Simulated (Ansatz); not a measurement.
# CH₅NOSiSn: basis-set convergence

An exercise on one series of results from a longer session: the logs are not shown, and one member is left open.

Program: Ansatz 0.2.0, Gaussian basis. Level of theory: one geometry, several basis sets. These are calculated values, not measurements.

The runs, in order: PBE0-D4/def2-SVP; ωB97M-V/def2-SVP; PBE0-D4/def2-QZVPP; ωB97M-V/def2-QZVPP; the functionals' def2-TZVPP values are taken from earlier runs.

### The relaxed structure

The geometry comes from an earlier relaxation with PBE0-D4 in a triple-zeta def2 set; it is a stationary point, not always the lowest conformer. Sn takes the def2 core potential; no spin-orbit term is included.

SMILES `N=[C]1O[SiH2][SnH2]1`, 10 atoms, charge 0, spin multiplicity 1.

Atoms are counted from 1 here; the program's logs count them from 0.

Bond lengths: N1–C2 1.251 Å, N1–H6 1.014 Å, C2–O3 1.373 Å, C2–Sn5 2.228 Å, O3–Si4 1.686 Å, Si4–Sn5 2.540 Å, Si4–H7 1.483 Å, Si4–H8 1.483 Å, Sn5–H9 1.704 Å, Sn5–H10 1.704 Å. Angles: C2–N1–H6 111.5°, N1–C2–O3 119.4°, N1–C2–Sn5 139.8°, O3–C2–Sn5 100.9°, C2–O3–Si4 113.3°, O3–Si4–Sn5 81.3°, O3–Si4–H7 110.2°, O3–Si4–H8 110.2°, Sn5–Si4–H7 120.5°, Sn5–Si4–H8 120.5°, H7–Si4–H8 109.7°, C2–Sn5–Si4 64.6°, C2–Sn5–H9 115.1°, C2–Sn5–H10 115.1°, Si4–Sn5–H9 122.6°, Si4–Sn5–H10 122.6°, H9–Sn5–H10 109.1°.

Set-up of the first run:

The input, in.yaml:

```yaml
crystal:
  periodic: [false, false, false]
  atoms:
    - {symbol: N, position_ang: [-2.198017, 0.727196, -0.563695]}
    - {symbol: C, position_ang: [-1.062949, 0.266045, -0.310142]}
    - {symbol: O, position_ang: [-0.743319, -1.003233, -0.725342]}
    - {symbol: Si, position_ang: [0.820381, -1.468341, -0.300809]}
    - {symbol: Sn, position_ang: [0.830293, 0.866989, 0.698471]}
    - {symbol: H, position_ang: [-2.305139, 1.669175, -0.203958]}
    - {symbol: H, position_ang: [1.613027, -1.769709, -1.517673]}
    - {symbol: H, position_ang: [0.778559, -2.662149, 0.578411]}
    - {symbol: H, position_ang: [0.698566, 1.150562, 2.373286]}
    - {symbol: H, position_ang: [1.651696, 2.172364, -0.025449]}
basis:
  gaussian: {orbitals: def2-SVP}
hamiltonian: {xc: pbe0, dispersion: d4}
output: {orbitals: {seedname: orbitals}}
```

Launch:

```bash
$ ansatz run in.yaml --threads 4 --pin off --events-out ev --progress --plain --max-ram 10444MiB
```

Among the steps run: PBE0-D4 in def2-SVP; ωB97M-V in def2-SVP; PBE0-D4 in def2-QZVPP; ωB97M-V in def2-QZVPP.

One of the session's tables, all rows but one given; the rest of the session is left out.

It belongs to the step «Functionals by basis». 

```
functional       basis  HOMO (eV)
   PBE0-D4    def2-SVP      -6.83
   PBE0-D4  def2-TZVPP      -6.95
   PBE0-D4  def2-QZVPP      -6.97
   ωB97M-V    def2-SVP          ?
   ωB97M-V  def2-TZVPP      -9.07
   ωB97M-V  def2-QZVPP      -9.09
```

**Question.** Estimate the row for ωB97M-V, def2-SVP.

The run gave: HOMO (eV): -8.93. In the column «HOMO (eV)» it lies between ωB97M-V, def2-TZVPP (-9.07) and PBE0-D4, def2-QZVPP (-6.97).
